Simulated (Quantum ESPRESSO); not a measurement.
Runs of Quantum ESPRESSO 7.5 on TiSi2. Symmetry: Fddd, No. 70, orthorhombic system. Conventional cell: a = 4.779 Å, b = 8.235 Å, c = 8.526 Å, α = 90.00°, β = 90.00°, γ = 90.00°. Ti (site symmetry 222) has 10 Si at 2.55 to 2.78 Å as nearest neighbours. Around Si (site symmetry 2) lie 5 Si at 2.52 to 2.79 Å and 5 Ti at 2.55 to 2.78 Å. The cell is a database's computed one.

```csv
task,level,potentials or basis,form of the LDA correlation,gap on the mesh (eV),pressure (GPa),V0 of scaled cells (Å³/atom),B0 (GPa),largest force (eV/Å)
band structure,PBEsol,GBRV 1.5 PBEsol,-,none,-2.0,-,-,0.05
equation of state,LDA,GBRV 1.5 LDA,PZ81,-,-,(a),161,-
equation of state,PBEsol,GBRV 1.5 PBEsol,-,-,-,13.80,155,-
single point,PBEsol,GBRV 1.5 PBEsol,-,none,-2.0,-,-,0.05
```

Alike in all rows: no spin polarisation; cell as given; k mesh 7 × 7 × 7; cutoff (eV) 612; smearing fermi-dirac 0.05 eV.

**Question.** Fill in the values left out.

**Answer.** (a) 13.52.

Caveats: the cell was scaled at fixed shape and fractional positions, which overstates the stiffness of a crystal with free parameters, most of all of layers and chains (some runs); some levels on the path didn't converge (some runs).

A gap of «none» marks a metal or a gap under the smearing width.
